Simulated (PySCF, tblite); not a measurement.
**BH₅NO₅P, a fragment of a glass network (dimer): NMR shifts, core binding energies and electronic excitations**

Wanted: the NMR shifts, core binding energies and electronic excitations for `O=P(O)(O)NB(O)O`. It is drawn as: P B3, H ends, N bridges.

Programs: tblite 0.8.0 and PySCF 2.14.0. All values are calculated, for the isolated system unless a continuum is named. Atoms count from 0, parts from 1.

## 1. The system as given

13 atoms, charge 0, multiplicity 1; geometry: distance geometry start.

## 2. Geometry optimisation with GFN2-xTB

Job settings and geometry (Å):

```
{"job": {"kind": "relax", "xc": "GFN2-xTB", "basis": "xTB"}, "charge": 0, "multiplicity": 1}
O      0.999349     1.905567    -0.286707
P      1.236523     0.479105    -0.029978
O      2.420313    -0.057568    -1.152042
O      1.884473     0.332103     1.523152
N     -0.143486    -0.537483    -0.218758
B     -1.455714     0.118117     0.114842
O     -1.966421    -0.194496     1.463211
O     -2.501464     0.040211    -0.917641
H      1.900642    -0.472956    -1.890461
H      2.158554    -0.593833     1.733699
H     -0.178551    -1.103147    -1.118399
H     -1.822823     0.606885     2.074385
H     -2.617550     0.956497    -1.299235
```

Level: GFN2-xTB geometry optimisation, gas phase.

The run is started by

```sh
> OMP_NUM_THREADS=1 python cluster_run.py task.json out
```

This one command runs all jobs of the session in turn.

**Question.** The jobs that follow are: PBE0-D3(BJ)/def2-SVP geometry optimisation, gas phase; GIAO PBE0/pcSseg-1 NMR shielding, non-relativistic, gas phase; delta-SCF UKS SCAN, pcX-2 on the ionised atom, pcseg-1 elsewhere, spin-free X2C; TDDFT CAM-B3LYP/def2-SVPD, vertical, gas phase, core orbitals frozen in the response. Predict: point group; rotational constants (main isotopes); 1H shifts against TMS (PBE0/pcSseg-1); 17O shifts against H2O (PBE0/pcSseg-1); 31P shifts against H3PO4 (PBE0/pcSseg-1); 15N shifts against NH3 (PBE0/pcSseg-1); 11B shifts against BF3·OEt2 (PBE0/pcSseg-1); O1s binding energies, SCAN/pcX-2 (standing for 3 of 5 atoms); P2p binding energies, SCAN/pcX-2; N1s binding energies, SCAN/pcX-2; lowest singlet (CAM-B3LYP/def2-SVPD); brightest single state of those computed; lowest triplet; vertical ionisation energy (ΔSCF).

The runs gave:

| quantity | value |
| --- | --- |
| point group | C1 |
| rotational constants (main isotopes) | 3.30, 1.13, 1.02 GHz |
| 1H shifts against TMS (PBE0/pcSseg-1) | 7.61, 3.14, 3.10, 3.09, 2.99 ppm |
| 17O shifts against H2O (PBE0/pcSseg-1) | 149.7, 124.1, 112.9, 102.2, 89.5 ppm |
| 31P shifts against H3PO4 (PBE0/pcSseg-1) | 4.0 ppm |
| 15N shifts against NH3 (PBE0/pcSseg-1) | 79.7 ppm |
| 11B shifts against BF3·OEt2 (PBE0/pcSseg-1) | 20.7 ppm |
| O1s binding energies, SCAN/pcX-2 (standing for 3 of 5 atoms) | O3 540.07, O2 539.97, O0 537.41 eV |
| P2p binding energies, SCAN/pcX-2 | P1 140.54 eV |
| N1s binding energies, SCAN/pcX-2 | N4 405.59 eV |
| lowest singlet (CAM-B3LYP/def2-SVPD) | 7.45 eV (166 nm), f = 0.000 |
| brightest single state of those computed | state 3, 8.03 eV, f = 0.052 |
| lowest triplet | 7.25 eV |
| vertical ionisation energy (ΔSCF) | 10.96 eV |

**Reading.** The start of the PBE0/def2-SVP relaxation was shaken at random by about 0.01 Å, so part of the energy gained, and of the first lengths quoted, undoes that. Relaxing lowered the energy by 0.336 eV in 19 steps; the close pair that moved most is O0–P1, from 1.440 to 1.489 Å (PBE0/def2-SVP). No frequency check was run at this level, so the end point may be a saddle. At PBE0/pcSseg-1: The largest span, 211 ppm, is at P1, where the paramagnetic term is -660 ppm. At SCAN/pcX-2: O3 (oxygen bonded to P, H) binds its O1s electron 2.65 eV more tightly than O0 (P=O oxygen). Only 3 of the 5 O atoms are covered by sound results. The first singlet state (HOMO→LUMO 0.89) lies at 7.45 eV and is dark; of the 6 states computed, the strongest absorption comes from state 3 at 8.03 eV (the last state computed absorbs too, and its partners may lie past the list). The lowest triplet lies 0.20 eV below the lowest singlet (triplets in Tamm-Dancoff, singlets in full TDDFT). The orbital energy would give 10.11 eV for ionisation, ΔSCF gives 10.96 eV. A capped cluster stands for the solid here, so long-range fields and strain are missing, and bands or shifts of the capping hydrogens have no counterpart in it.
